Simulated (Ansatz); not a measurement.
# C2H3BeN: the cost of one run

Program: Ansatz 0.2.0. Level of theory: the levels named in each step. These are calculated values, not measurements.

### 1 The starting structure

Bond lengths: Be1–N2 1.504 Å, N2–C3 1.200 Å, C3–C4 1.299 Å, Be1–H5 1.266 Å, C4–H6 1.072 Å, C4–H7 1.074 Å. Angles: Be1–N2–C3 179.9°, N2–Be1–H5 179.9°, N2–C3–C4 179.9°, C3–C4–H6 121.1°, C3–C4–H7 120.9°, H6–C4–H7 118.0°.

Coordinates:

```xyz
7

Be    2.0973   -0.0995   -0.6138
N     0.6559   -0.0319   -0.1907
C    -0.4946    0.0232    0.1453
C    -1.7406    0.0833    0.5080
H     3.3104   -0.1547   -0.9712
H    -2.4309    0.7379    0.0128
H    -2.1104   -0.5217    1.3146
```

### 2 A rough first relaxation, PBE-D4/def2-SVP

This run stands in another session on the same molecule. It ended at:

```xyz
7

Be    2.1121   -0.0996   -0.6187
N     0.6667   -0.0316   -0.1968
C    -0.5004    0.0239    0.1451
C    -1.7733    0.0841    0.5189
H     3.3909   -0.1593   -0.9922
H    -2.4699    0.7597    0.0025
H    -2.1390   -0.5405    1.3462
```

### 3 Relaxation, r2SCAN-D4/def2-TZVPP

File input.yaml:

```yaml
crystal:
  periodic: [false, false, false]
  atoms:
    - { symbol: Be, position_ang: [2.11206064, -0.09962453, -0.61870952] }
    - { symbol: "N", position_ang: [0.66671183, -0.03161069, -0.1968071] }
    - { symbol: C, position_ang: [-0.50035917, 0.02388198, 0.14509645] }
    - { symbol: C, position_ang: [-1.77332119, 0.08413736, 0.51889537] }
    - { symbol: H, position_ang: [3.39090498, -0.15931877, -0.99220814] }
    - { symbol: H, position_ang: [-2.46988948, 0.75967536, 0.00251403] }
    - { symbol: H, position_ang: [-2.13897762, -0.54049071, 1.34617891] }
basis:
  gaussian: { orbitals: def2-TZVPP }
hamiltonian:
  xc: r2scan
  dispersion: d4
relax:
  f_tol: 0.002
  max_steps: 150
```

Run with:

```console
$ ansatz run input.yaml --threads 4 --pin off --max-ram 10240MiB --backend cpu --events-out ev --progress --plain --runs-dir out
```

What time and memory should one allow on 4 threads of Intel Xeon Platinum 8488C (Sapphire Rapids), shared host?

About 4.9 s, with a peak of 0.26 GiB.
